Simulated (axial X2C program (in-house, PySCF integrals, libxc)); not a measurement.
**All-electron X2C curves of BrMg**

Aim: find the lowest determinant of BrMg, scan the bond at several levels and fit the constants, once spin-free and once with spin–orbit coupling.

Method: all-electron X2C, Br dyall-cv3z, Mg dyall-cv3z; program: an in-house X2C program for linear molecules on PySCF integrals.

All values are calculated.

**1. The job**

Contents of task.json:

```json
{"zs": [35, 12], "q": 0, "bas": ["dyall-cv3z", "dyall-cv3z"], "levels": ["PBE0", "HF", "BP86"], "cc": true, "r0": 2.53, "thr": -2.0, "nmax": 90, "npts": 10, "nst": 2, "ntry": 6}
```

Keys: zs atomic numbers; q charge; bas basis sets; levels methods (HF also brings MP2); cc coupled cluster on or off; r0 starting distance in Å; thr threshold in hartree for freezing inner shells (an s shell follows its p shell); nmax most natural virtual spinors; npts points asked for on the curve; nst determinants followed; ntry starts of the search.

Command:

```sh
> python so2c.py task.json out
```

Spin-free means the one-electron spin-free X2C Hamiltonian; two-component (2c) means X2C with spin–orbit coupling and atomic mean-field two-electron Coulomb and Gaunt terms. Basis: Br dyall-cv3z contracted to [8s9p6d4f1g], Mg dyall-cv3z contracted to [9s8p6d3f]; Gaussian nuclei, density fitting. Masses: Br 78.918 u, Mg 23.985 u.

Notation: σ, π±, δ± give the projection m of an orbital's angular momentum (0, ±1, ±2), α and β its spin, Λ and M_S the sums; ω is the projection of a spinor's total angular momentum and Ω the sum. Logs are in hartree.

The results follow Hamiltonian by Hamiltonian and level by level.

**2. State search with PBE0**

PBE0 moves the distance from 2.530 Å to 2.368 Å and compares determinants there.

Spin-free determinants:

```csv
ΔE (eV),state,open shells
0.00,"M_S = 1/2, Λ = 0",beyond closed shells: σα
3.14,"M_S = 1/2, Λ = 1",beyond closed shells: π+α
4.17,"M_S = 1/2, Λ = 1","beyond closed shells: π+α, π+β, π-α"
5.86,"M_S = 3/2, Λ = 2","beyond closed shells: σα, 2 × π+α, π+β, π-α"
5.86,"M_S = 3/2, Λ = 0","beyond closed shells: σα, π+α, π+β, 2 × π-α"
5.93,"M_S = 1/2, Λ = 2","beyond closed shells: σα, 2 × π+α, π+β, π-β"
```

Two-component determinants:

| ΔE (eV) | state | open shells |
| --- | --- | --- |
| 0.00 | Ω = 1/2 | excess of +ω over −ω: ω = 1/2 |
| 3.14 | Ω = 3/2 | excess of +ω over −ω: ω = 3/2 |
| 4.01 | Ω = 3/2 | excess of +ω over −ω: ω = 3/2 |
| 5.71 | Ω = 7/2 | excess of +ω over −ω: ω = 1/2, 2 × ω = 3/2 |
| 6.06 | Ω = 5/2 | excess of +ω over −ω: 2 × ω = 1/2, ω = 3/2 |
| 6.38 | Ω = 1/2 | excess of +ω over −ω: 2 × ω = -1/2, ω = 3/2 |
| 6.40 | Ω = 5/2 | excess of +ω over −ω: ω = -1/2, 2 × ω = 3/2 |

**3. PBE0, spin-free**

State followed: M_S = 1/2, Λ = 0 (beyond closed shells: σα). The scan is laid around 2.368 Å, a first estimate of the minimum, and this SCF restarts from the orbitals of the search.

Output at 2.368 Å:

```text
spin-free X2C-1e  PBE0
basis functions 186  fitting functions 884  grid points 5083
iter        total energy     max residual
   1      -2806.397620259     1.17e-05
   2      -2806.397620265     6.94e-06
   3      -2806.397620266     4.07e-06
converged
one-electron -4092.46546488  Coulomb 1301.36388899  exact exchange -26.81282478  xc functional -82.34066411  nuclear repulsion 93.85744450
```

Along the bond, energies from the lowest point:

| R (Å) | E (eV) | μ (D) | HOMO (eV) | LUMO (eV) | iterations |
| --- | --- | --- | --- | --- | --- |
| 2.060 | 0.6137 | 1.97 | -5.34 | -2.43 | 10 |
| 2.155 | 0.2494 | 2.38 | -5.47 | -2.56 | 10 |
| 2.226 | 0.0954 | 2.70 | -5.56 | -2.66 | 10 |
| 2.297 | 0.0186 | 3.04 | -5.66 | -2.77 | 10 |
| 2.368 | 0.0000 | 3.38 | -5.75 | -2.88 | 3 |
| 2.451 | 0.0335 | 3.78 | -5.86 | -3.01 | 10 |
| 2.534 | 0.1110 | 4.19 | -5.97 | -3.15 | 10 |
| 2.640 | 0.2525 | 4.71 | -6.10 | -3.32 | 10 |
| 2.771 | 0.4662 | 5.34 | -6.24 | -3.52 | 10 |
| 2.960 | 0.8076 | 6.18 | -6.42 | -3.80 | 11 |

Dipoles are positive if Mg is the positive end.

Outer orbitals at the reference distance:

| symmetry | occupied | ε (eV) | atomic character |
| --- | --- | --- | --- |
| σα | yes | -20.97 | 82% Br s, 7% Mg p, 5% Mg d |
| σβ | yes | -20.85 | 82% Br s, 8% Mg p, 5% Mg d |
| σα | yes | -9.23 | 74% Br p, 18% Mg s, 3% Mg p |
| σβ | yes | -8.92 | 77% Br p, 14% Mg s, 5% Mg p |
| π-α | yes | -7.83 | 90% Br p, 5% Mg p, 4% Mg d |
| π+α | yes | -7.83 | 90% Br p, 5% Mg p, 4% Mg d |
| π+β | yes | -7.80 | 90% Br p, 4% Mg p, 4% Mg d |
| π-β | yes | -7.80 | 90% Br p, 4% Mg p, 4% Mg d |
| σα | yes | -5.75 | 62% Mg s, 27% Mg p, 9% Br p |
| σβ | no | -2.88 | 73% Mg s, 16% Mg p, 7% Br p |
| π-α | no | -1.21 | 92% Mg p, 4% Br p, 3% Mg d |
| π+α | no | -1.21 | 92% Mg p, 4% Br p, 3% Mg d |
| π+β | no | -0.30 | 93% Mg p, 4% Br p |

PBE0 fields in the half plane through the axis: z from -2.4 to 4.5 Å across, distance from the axis 0.15 to 2.25 Å upwards; Br lies at z = 0 and Mg at z = 2.368 Å; the ELF is damped to zero where the density is low.

log10 density (e/bohr³). Ten even steps from ' ' (-4.67 ) to '@' (1.44 ):
```
    ......::::::::::::::::::::::::::::::::::....
  ....::::::--------------::::::------::::::::..
  ..::::------========--------------------::::::
....::----======++++========------------------::
..::----====++++++++++++================------::
..::--====++**********++++====++++++======------
::::--==++++**######****++++++**##**++======----
::::--==++****%%@@%%****++++**%%@@##**======----
```

ELF. Ten even steps from '0' (0.00 ) to '9' (1.00 ):
```
000000111110000136776420
000012334332101368999863
000124566554211379999997
001246777766422247999999
001467888877631002699999
002578865677720010179999
013578513147711786139999
013677272717704828319999
```

Re = 2.359 Å, ωe = 366 cm⁻¹, ωexe = 1.46 cm⁻¹, Be = 0.1647 cm⁻¹, De = 2.89 eV, μ = 3.33 D.

**4. HF, spin-free**

Output at 2.368 Å:

```text
spin-free X2C-1e  HF
basis functions 186  fitting functions 884  grid points 5083
iter        total energy     max residual
   1      -2804.495430486     1.95e-01
   2      -2804.514697198     4.46e-03
   3      -2804.515365745     2.47e-03
   4      -2804.515471181     8.82e-04
   5      -2804.515510892     4.33e-04
   6      -2804.515524939     1.48e-04
   7      -2804.515526725     7.68e-05
   8      -2804.515526981     2.46e-05
   9      -2804.515527013     8.07e-06
  10      -2804.515527017     1.81e-06
  11      -2804.515527018     6.02e-07
converged
one-electron -4092.56712276  Coulomb 1301.54530023  exact exchange -107.35114899  xc functional 0.00000000  nuclear repulsion 93.85744450
```

Re = 2.368 Å, ωe = 373 cm⁻¹, ωexe = 1.34 cm⁻¹, Be = 0.1635 cm⁻¹, De = 2.47 eV, μ = 3.56 D.

**5. BP86, spin-free**

Output at 2.368 Å:

```text
spin-free X2C-1e  BP86
basis functions 186  fitting functions 884  grid points 5083
iter        total energy     max residual
   1      -2807.149022444     9.05e-02
   2      -2807.152442810     3.76e-03
   3      -2807.152103864     5.21e-03
   4      -2807.152640215     4.25e-04
   5      -2807.152641434     3.42e-04
   6      -2807.152643204     4.03e-05
   7      -2807.152643227     5.74e-06
   8      -2807.152643227     2.03e-06
converged
one-electron -4092.21116307  Coulomb 1301.08582321  exact exchange 0.00000000  xc functional -109.88474787  nuclear repulsion 93.85744450
```

Re = 2.379 Å, ωe = 350 cm⁻¹, ωexe = 1.48 cm⁻¹, Be = 0.1619 cm⁻¹, De = 2.83 eV, μ = 3.34 D.

**6. Correlated methods, spin-free**

Correlated methods: 9 electrons correlated (frozen shells, counted by type: Br 3 s, 2 p, 1 d; Mg 2 s, 1 p), 257 virtual spinors in MP2, 83 natural virtuals in coupled cluster.

Output of the correlated part at 2.368 Å:

```text
correlated 9  virtual 257  natural virtual 83  E(MP2) -0.181367602  MP2 remainder -0.003463283
iter   CCSD correlation   residual
   1     -0.189407937   7.17e-02
   2     -0.193198475   2.41e-02
   3     -0.193530100   7.83e-03
   4     -0.193518797   3.23e-03
   5     -0.193531608   8.53e-04
   6     -0.193531607   2.47e-04
   7     -0.193532166   8.07e-05
   8     -0.193532242   2.72e-05
   9     -0.193532060   8.32e-06
  10     -0.193532119   2.56e-06
  11     -0.193532127   7.49e-07
(T) -0.007588281  T1 0.0139  D1 0.0246  max T2 0.037
```

T1 in the output is the amplitude norm over the root of the electron number; divide by √2 for the Lee–Taylor value.

MP2: Re = 2.365 Å, ωe = 374 cm⁻¹, Be = 0.1639 cm⁻¹, De = 3.01 eV.

CCSD: Re = 2.364 Å, ωe = 374 cm⁻¹, ωexe = 1.34 cm⁻¹, Be = 0.164 cm⁻¹, De = 2.63 eV. T1 at Re = 0.010 (Lee–Taylor, the printed value over √2).

CCSD(T): Re = 2.366 Å, ωe = 373 cm⁻¹, ωexe = 1.34 cm⁻¹, Be = 0.1637 cm⁻¹, De = 2.72 eV. T1 at Re = 0.010 (Lee–Taylor, the printed value over √2).

**7. The spin-free curves together**

Energy (eV) of the followed determinant, spin-free, from each level's lowest point:

| R (Å) | PBE0 | HF | MP2 | CCSD | CCSD(T) | BP86 |
| --- | --- | --- | --- | --- | --- | --- |
| 2.060 | 0.614 | 0.678 | 0.665 | n/a | n/a | 0.663 |
| 2.155 | 0.249 | 0.284 | 0.276 | 0.274 | 0.277 | 0.285 |
| 2.226 | 0.095 | 0.114 | 0.109 | 0.108 | 0.111 | 0.120 |
| 2.297 | 0.019 | 0.026 | 0.024 | 0.023 | 0.024 | 0.031 |
| 2.368 | 0.000 | 0.000 | 0.000 | 0.000 | 0.000 | 0.000 |
| 2.451 | 0.034 | 0.029 | 0.032 | 0.032 | 0.031 | 0.018 |
| 2.534 | 0.111 | 0.106 | 0.110 | 0.110 | 0.108 | 0.081 |
| 2.640 | 0.253 | 0.251 | 0.258 | 0.258 | 0.254 | 0.202 |
| 2.771 | 0.466 | 0.474 | 0.485 | n/a | n/a | 0.392 |
| 2.960 | 0.808 | 0.839 | 0.855 | n/a | n/a | 0.698 |

**8. PBE0, 2c**

State followed: Ω = 1/2 (excess of +ω over −ω: ω = 1/2). The scan is laid around 2.368 Å, a first estimate of the minimum, and this SCF restarts from the orbitals of the search.

Output at 2.368 Å:

```text
two-component X2C + atomic mean field  PBE0
basis functions 186  fitting functions 884  grid points 5083
iter        total energy     max residual
   1      -2805.473494095     1.22e-05
   2      -2805.473494098     9.79e-06
   3      -2805.473494099     1.67e-06
converged
one-electron -4090.05266851  Coulomb 1300.84816638  exact exchange -26.80277562  xc functional -82.30986702  nuclear repulsion 93.85744450  atomic mean-field constant -1.01379383
```

Along the bond, energies from the lowest point:

| R (Å) | E (eV) | μ (D) | HOMO (eV) | LUMO (eV) | iterations |
| --- | --- | --- | --- | --- | --- |
| 2.060 | 0.6173 | 1.97 | -5.34 | -2.43 | 10 |
| 2.155 | 0.2518 | 2.37 | -5.46 | -2.56 | 10 |
| 2.226 | 0.0970 | 2.69 | -5.56 | -2.66 | 10 |
| 2.297 | 0.0193 | 3.02 | -5.65 | -2.77 | 10 |
| 2.368 | 0.0000 | 3.36 | -5.75 | -2.88 | 3 |
| 2.451 | 0.0327 | 3.77 | -5.85 | -3.01 | 10 |
| 2.534 | 0.1093 | 4.17 | -5.96 | -3.14 | 10 |
| 2.640 | 0.2498 | 4.69 | -6.08 | -3.32 | 10 |
| 2.771 | 0.4622 | 5.31 | -6.23 | -3.52 | 10 |
| 2.960 | 0.8012 | 6.13 | -6.40 | -3.80 | 11 |

Dipoles are positive if Mg is the positive end.

Outer spinors at the reference distance:

```tsv
ω	occupied	ε (eV)	atomic character	λ mixture
1/2	yes	-20.98	82% Br s, 7% Mg p, 5% Mg d	100% σ
-1/2	yes	-20.86	82% Br s, 8% Mg p, 5% Mg d	100% σ
1/2	yes	-9.26	75% Br p, 18% Mg s, 3% Mg p	98% σ, 2% π
-1/2	yes	-8.97	78% Br p, 13% Mg s, 5% Mg p	96% σ, 4% π
-1/2	yes	-7.95	89% Br p, 5% Mg p, 4% Mg d	96% π, 4% σ
1/2	yes	-7.93	90% Br p, 4% Mg p, 4% Mg d	98% π, 2% σ
3/2	yes	-7.68	90% Br p, 5% Mg p, 4% Mg d	100% π
-3/2	yes	-7.65	90% Br p, 5% Mg p, 4% Mg d	100% π
1/2	yes	-5.75	61% Mg s, 27% Mg p, 10% Br p	100% σ
-1/2	no	-2.88	73% Mg s, 16% Mg p, 7% Br p	100% σ
-1/2	no	-1.22	92% Mg p, 4% Br p, 3% Mg d	100% π
3/2	no	-1.20	91% Mg p, 4% Br p, 3% Mg d	100% π
1/2	no	-0.31	93% Mg p, 4% Br p	100% π
```

PBE0 fields in the half plane through the axis: z from -2.4 to 4.5 Å across, distance from the axis 0.15 to 2.25 Å upwards; Br lies at z = 0 and Mg at z = 2.368 Å; the ELF is damped to zero where the density is low.

log10 density (e/bohr³). Ten even steps from ' ' (-4.67 ) to '@' (1.44 ):
```
    ......::::::::::::::::::::::::::::::::::....
  ....::::::--------------::::::------::::::::..
  ..::::------========--------------------::::::
....::----======++++========------------------::
..::----====++++++++++++================------::
..::--====++**********++++====++++++======------
::::--==++++**######****++++++**##**++======----
::::--==++****%%@@%%****++++**%%@@##**======----
```

ELF. Ten even steps from '0' (0.00 ) to '9' (1.00 ):
```
000000111110000136776420
000012334332101368999863
000124566554211379999997
001246777766422247999999
001467888877631002699999
002578865677720010179999
013578513147711786139999
013677272717704828319999
```

Re = 2.360 Å, ωe = 366 cm⁻¹, ωexe = 1.47 cm⁻¹, Be = 0.1646 cm⁻¹, De = 2.79 eV, μ = 3.32 D.

**9. HF, 2c**

The SCF at the reference distance of 2.368 Å:

```text
two-component X2C + atomic mean field  HF
basis functions 186  fitting functions 884  grid points 5083
iter        total energy     max residual
   1      -2803.571953945     1.95e-01
   2      -2803.591219956     4.47e-03
   3      -2803.591892007     2.48e-03
   4      -2803.591998436     8.81e-04
   5      -2803.592038756     4.34e-04
   6      -2803.592053121     1.49e-04
   7      -2803.592054961     7.72e-05
   8      -2803.592055230     2.47e-05
   9      -2803.592055264     8.01e-06
  10      -2803.592055269     1.89e-06
  11      -2803.592055269     6.21e-07
converged
one-electron -4090.15477980  Coulomb 1301.03006727  exact exchange -107.31099342  xc functional 0.00000000  nuclear repulsion 93.85744450  atomic mean-field constant -1.01379383
```

Re = 2.369 Å, ωe = 373 cm⁻¹, ωexe = 1.34 cm⁻¹, Be = 0.1633 cm⁻¹, De = 2.31 eV, μ = 3.55 D.

**10. BP86, 2c**

The SCF at the reference distance of 2.368 Å:

```text
two-component X2C + atomic mean field  BP86
basis functions 186  fitting functions 884  grid points 5083
iter        total energy     max residual
   1      -2806.224449085     9.05e-02
   2      -2806.227869303     3.77e-03
   3      -2806.227527831     5.21e-03
   4      -2806.228067401     4.27e-04
   5      -2806.228068630     3.42e-04
   6      -2806.228070403     4.05e-05
   7      -2806.228070427     5.73e-06
   8      -2806.228070427     2.02e-06
converged
one-electron -4089.79840450  Coulomb 1300.57013544  exact exchange 0.00000000  xc functional -109.84345204  nuclear repulsion 93.85744450  atomic mean-field constant -1.01379383
```

Re = 2.381 Å, ωe = 349 cm⁻¹, ωexe = 1.49 cm⁻¹, Be = 0.1617 cm⁻¹, De = 2.71 eV, μ = 3.33 D.

**11. Correlated methods, 2c**

Correlated methods: 9 electrons correlated (frozen shells, counted by type: Br 3 s, 2 p, 1 d; Mg 2 s, 1 p), 257 virtual spinors in MP2, 83 natural virtuals in coupled cluster.

Output of the correlated part at 2.368 Å:

```text
correlated 9  virtual 257  natural virtual 83  E(MP2) -0.181314206  MP2 remainder -0.003467336
iter   CCSD correlation   residual
   1     -0.189359839   7.17e-02
   2     -0.193155099   2.42e-02
   3     -0.193485292   7.84e-03
   4     -0.193474192   3.24e-03
   5     -0.193487074   8.63e-04
   6     -0.193487074   2.53e-04
   7     -0.193487647   8.37e-05
   8     -0.193487715   2.85e-05
   9     -0.193487526   8.87e-06
  10     -0.193487590   2.83e-06
  11     -0.193487600   8.83e-07
(T) -0.007584468  T1 0.0139  D1 0.0247  max T2 0.037
```

MP2: Re = 2.366 Å, ωe = 374 cm⁻¹, Be = 0.1638 cm⁻¹, De = 2.86 eV.

CCSD: Re = 2.365 Å, ωe = 374 cm⁻¹, ωexe = 1.34 cm⁻¹, Be = 0.1638 cm⁻¹, De = 2.49 eV. T1 at Re = 0.010 (Lee–Taylor, the printed value over √2).

CCSD(T): Re = 2.367 Å, ωe = 372 cm⁻¹, ωexe = 1.35 cm⁻¹, Be = 0.1636 cm⁻¹, De = 2.58 eV. T1 at Re = 0.010 (Lee–Taylor, the printed value over √2).

**12. The 2c curves together**

Energy (eV) of the followed determinant, 2c, from each level's lowest point:

| R (Å) | PBE0 | HF | MP2 | CCSD | CCSD(T) | BP86 |
| --- | --- | --- | --- | --- | --- | --- |
| 2.060 | 0.617 | 0.681 | 0.668 | n/a | n/a | 0.667 |
| 2.155 | 0.252 | 0.286 | 0.278 | 0.276 | 0.279 | 0.288 |
| 2.226 | 0.097 | 0.116 | 0.111 | 0.110 | 0.112 | 0.122 |
| 2.297 | 0.019 | 0.026 | 0.024 | 0.024 | 0.025 | 0.032 |
| 2.368 | 0.000 | 0.000 | 0.000 | 0.000 | 0.000 | 0.000 |
| 2.451 | 0.033 | 0.029 | 0.031 | 0.031 | 0.030 | 0.018 |
| 2.534 | 0.109 | 0.104 | 0.109 | 0.109 | 0.106 | 0.079 |
| 2.640 | 0.250 | 0.249 | 0.256 | 0.256 | 0.252 | 0.199 |
| 2.771 | 0.462 | 0.471 | 0.482 | n/a | n/a | 0.387 |
| 2.960 | 0.801 | 0.835 | 0.851 | n/a | n/a | 0.690 |

Time for the job: 87 s (1 thread of Arm Neoverse V1, shared host).

**13. Constants**

Lowest determinant that the search found at its distance, spin-free: M_S = 1/2, Λ = 0 (beyond closed shells: σα).

Lowest determinant that the search found at its distance, 2c: Ω = 1/2 (excess of +ω over −ω: ω = 1/2).

| Hamiltonian | level | Re (Å) | ωe (cm⁻¹) | De (eV) | μ (D) |
| --- | --- | --- | --- | --- | --- |
| spin-free | PBE0 | 2.359 | 366 | 2.89 | 3.33 |
| spin-free | HF | 2.368 | 373 | 2.47 | 3.56 |
| spin-free | MP2 | 2.365 | 374 | 3.01 | n/a |
| spin-free | CCSD | 2.364 | 374 | 2.63 | n/a |
| spin-free | CCSD(T) | 2.366 | 373 | 2.72 | n/a |
| spin-free | BP86 | 2.379 | 350 | 2.83 | 3.34 |
| 2c | PBE0 | 2.360 | 366 | 2.79 | 3.32 |
| 2c | HF | 2.369 | 373 | 2.31 | 3.55 |
| 2c | MP2 | 2.366 | 374 | 2.86 | n/a |
| 2c | CCSD | 2.365 | 374 | 2.49 | n/a |
| 2c | CCSD(T) | 2.367 | 372 | 2.58 | n/a |
| 2c | BP86 | 2.381 | 349 | 2.71 | 3.33 |

Dipoles are positive if Mg is the positive end.

Time per point (s) on 1 thread of Arm Neoverse V1, shared host (2c runs; CCSD comes with the CCSD(T) run); the times are rough: PBE0 0.54, HF 0.4, MP2 0.56, CCSD(T) 3, BP86 0.29.

What this shows: At CCSD(T), going from spin-free to two-component changes Re by +1 mÅ, ωe by -0.1 %; the spin-free picture holds up (part of it comes from the scalar share of the two-electron terms). De moves by -0.14 eV; both De rest on single-determinant atoms, which can miss part of an open shell's spin–orbit lowering.

De refers to Br + Mg, each in the lowest determinant found, which need not be this curve's own limit. Each curve is one determinant whose occupation by symmetry is held fixed; it was picked as the lowest of a PBE0 search that is not exhaustive. Dissociation energies refer to the lowest single-determinant-based atoms at the same level and basis. Density functionals use the spin component along the axis (collinear). Coupled cluster ran in a truncated set of natural virtual spinors; the MP2 energy of the rest was added.
